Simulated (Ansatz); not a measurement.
## Na₄NO, space group P4/mmm: an equation of state with a fit, step by step

With the Ansatz DFT code, driven from Python.

The cells in order, each with its output:

In [1]:
```python
import ansatz as az
import numpy as np
```

In [2]:
```python
OCCUPATIONS = "Methfessel-Paxton"
WIDTH_EV = 0.15
CUTOFF_EV = 500
KGRID = (6, 6, 4)

vectors0 = np.array([
    [4.014664, 0.0, 0.0],
    [0.0, 4.014664, 0.0],
    [0.0, 0.0, 5.87486],
])
sites = [
    ("Na", [0.0, 0.5, 0.261924]),
    ("Na", [0.5, 0.0, 0.738076]),
    ("Na", [0.0, 0.5, 0.738076]),
    ("Na", [0.5, 0.0, 0.261924]),
    ("N", [0.0, 0.0, 0.0]),
    ("O", [0.5, 0.5, 0.5]),
]
```

In [3]:
```python
def crystal_on(cell):
    crystal = az.Crystal(lattice=az.Lattice.of(cell))
    for symbol, position in sites:
        crystal = crystal.atom(symbol, position)
    return crystal
```

In [4]:
```python
# scale the volume, keep shape and fractions
volumes, energies = [], []
for scale in np.linspace(0.88, 1.12, 7):
    cell = vectors0 * scale ** (1 / 3)
    base = (
        crystal_on(cell).calculation()
        .functional(az.Functional.PBE)
        .pseudopotentials("paw")
        .occupations(OCCUPATIONS, width=WIDTH_EV)
        .basis(CUTOFF_EV)  # cutoff of the orbital basis
        .kpoints(*KGRID)
    )
    data = base.run(threads=1, backend="cpu").report
    volumes.append(abs(np.linalg.det(cell)) / len(sites))
    energies.append(data["free_energy_ev"] / len(sites))
    print(f"V = {volumes[-1]:8.4f} A^3/atom  F = {energies[-1]:.5f} eV/atom")
```
```text
V =  13.8876 A^3/atom  F = -1149.37867 eV/atom
V =  14.5189 A^3/atom  F = -1149.39714 eV/atom
V =  15.1501 A^3/atom  F = -1149.40629 eV/atom
V =  15.7814 A^3/atom  F = -1149.40795 eV/atom
V =  16.4126 A^3/atom  F = -1149.40355 eV/atom
V =  17.0439 A^3/atom  F = -1149.39426 eV/atom
V =  17.6751 A^3/atom  F = -1149.38100 eV/atom
```

In [5]:
```python
# third-order Birch-Murnaghan: a cubic in V^(-2/3)
x = np.array(volumes) ** (-2 / 3)
poly = np.polynomial.Polynomial.fit(x, energies, 3).convert()
roots = poly.deriv().roots()
x0 = min((r.real for r in roots if abs(r.imag) < 1e-9 and poly.deriv(2)(r.real) > 0), key=lambda r: abs(r - x.mean()))
v0 = x0 ** -1.5
b0 = 4 / 9 * poly.deriv(2)(x0) * v0 ** (-7 / 3) * 160.21766
b1 = 4 + 2 / 3 * x0 * poly.deriv(3)(x0) / poly.deriv(2)(x0)
print(f"V0 = {v0:.4f} A^3/atom, B0 = {b0:.1f} GPa, dB/dP = {b1:.2f}")
```
```text
V0 = 15.6199 A^3/atom, B0 = 40.0 GPa, dB/dP = 4.28
```

A third-order Birch-Murnaghan fit through the 7 points has its minimum at 15.62 Å³ an atom, 1.0 % below the typed cell, with a bulk modulus of 40 GPa and dB/dP = 4.3. From that minimum the energy rises by 29.5 meV an atom on the compressed side and 27.2 meV on the expanded side.

Caveats:
- Total energies depend on the potentials; only differences at equal settings carry meaning.
- The cell holds an odd number of electrons and is run without spin, so a magnetic state may lie lower.
- Shape and fractional positions are held along the curve, so the bulk modulus is an upper value where they are free to relax.
- For a metal this k-point mesh is coarse: on a finer one energies can move by several to tens of meV an atom and pressures by half a GPa or more, differences at one mesh by less.
- This cell is a computed structure, which may not be the phase found in nature.
- Timing: 30 s on 1 thread of Arm Neoverse V2, on a shared host, peak memory 0.45 GiB.
